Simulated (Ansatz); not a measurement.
# ScPd, space group Pm-3m: relaxations under a series of pressures

Computed with Ansatz 0.2.0, Python API.

The cells in order, each with its output:

```python
import ansatz as az
import numpy as np
import pandas as pd
```

```python
def edges_and_angles(cell):
    cell = np.asarray(cell)
    a, b, c = np.linalg.norm(cell, axis=1)
    cosines = cell[1] @ cell[2] / (b * c), cell[0] @ cell[2] / (a * c), cell[0] @ cell[1] / (a * b)
    return (a, b, c, *np.degrees(np.arccos(cosines)))
```

```python
xtal = (
    az.Lattice.of((3.283, 0.0, 0.0), (0.0, 3.283, 0.0), (0.0, 0.0, 3.283))
    .atom('Sc', (0.5, 0.5, 0.5))
    .atom('Pd', (0.0, 0.0, 0.0))
)
```

```python
len(xtal.resolved().sites)
```

    2

```python
job = (
    xtal.calculation()
    .functional('r2scan')
    .basis(34 * az.Ry)
    .kpoints(4)
    .occupations(az.OccupationsMethod.FERMI_DIRAC, width=0.15)
    .scf(tolerance=1e-06)
)
```

```python
# H = F + PV, with 1 GPa A^3 = 1/160.21766 eV
rows = []
for pressure in [0, 10, 20, 30, 40]:
    outcome = job.relax(cell=True, pressure=pressure, force_tolerance=0.1, max_steps=60).run(threads=1, backend='cpu')
    cell = outcome.lattice.cell_ang
    n_atoms = len(outcome.lattice.sites)
    volume = abs(np.linalg.det(cell)) / n_atoms
    enthalpy = outcome.report['free_energy_ev'] / n_atoms + pressure * volume / 160.21766
    rows.append((pressure, volume, enthalpy, *edges_and_angles(cell)))
    print(f'{pressure} GPa done: {volume:.4f} A^3/atom')
```

    DeckWarning: basis.ecutwfc = 462.593566181796 eV is below the records' recommended 500 eV, and the density's cutoff is lower with it unless basis.ecutrho_ratio is high enough to keep the records' density cutoff: compare with a run at a higher cutoff
    DeckWarning: scf.convergence.dr2_threshold = 1e-6 eV is looser than this run's default, which is 1e-7 eV or tighter. The error in the forces grows as the threshold's square root, so leave the key out unless less accurate forces are enough
    DeckWarning: relax.cell: scf.convergence.dr2_threshold = 1e-6 eV is looser than the 2e-10 eV advised for a relaxation that steers and ends on the stress (1e-10 eV for each atom of the cell: 2). What [...]
    0 GPa done: 17.9510 A^3/atom
    10 GPa done: 16.7166 A^3/atom
    20 GPa done: 15.8119 A^3/atom
    30 GPa done: 15.1043 A^3/atom
    40 GPa done: 14.5226 A^3/atom

```python
table = pd.DataFrame(rows, columns=['P_GPa', 'V_A3_atom', 'H_eV_atom', 'a', 'b', 'c', 'alpha', 'beta', 'gamma'])
print(table.round(4).to_string(index=False))
p, v = np.array([row[0] for row in rows], float), np.array([row[1] for row in rows])
print('mean bulk modulus between rows (GPa):', np.round(-np.diff(p) / np.diff(np.log(v)), 1))
```

     P_GPa  V_A3_atom  H_eV_atom      a      b      c  alpha  beta  gamma
         0    17.9510 -4564.1319 3.2989 3.2989 3.2989   90.0  90.0   90.0
        10    16.7166 -4563.0526 3.2215 3.2215 3.2215   90.0  90.0   90.0
        20    15.8119 -4562.0389 3.1623 3.1623 3.1623   90.0  90.0   90.0
        30    15.1043 -4561.0748 3.1144 3.1144 3.1144   90.0  90.0   90.0
        40    14.5226 -4560.1507 3.0739 3.0739 3.0739   90.0  90.0   90.0
    mean bulk modulus between rows (GPa): [140.4 179.7 218.4 254.6]

The volume falls from 17.95 Å³ an atom at 0 GPa to 14.52 at 40 GPa, by 19.1 %. Between 0 and 10 GPa, -V dP/dV is about 140 GPa, a mean over that step.

Reading the output:
- These settings explore the input space; cutoff and mesh may be short of convergence.
- The cutoff lies under the one recommended for these potentials.
- The run is spin-unpolarised.
- Under the recommended cutoff a pressure can be off by several GPa, even in sign.
- At a fixed pressure a relaxation lowers the enthalpy F + PV, while F alone can rise.
- For a metal this mesh is far too coarse, so the numbers only illustrate the procedure.
- A Fermi-Dirac width this large means warm electrons, whose thermal share enters the free energy.
- The structure is a deposited one; some such entries were measured under pressure or heat, so a shift against it needn't be the functional's error alone.
- Warnings are shown shortened and without file and line.
- Symmetry holds the cell in this phase, whether or not it is the stable one at each pressure.
- Timing: 15 s on 1 thread of AMD EPYC 9R45 96-Core Processor (Zen 5) (shared host), peak memory 0.52 GiB.

(Lines on the test bed's own set-up are left out of the output.)
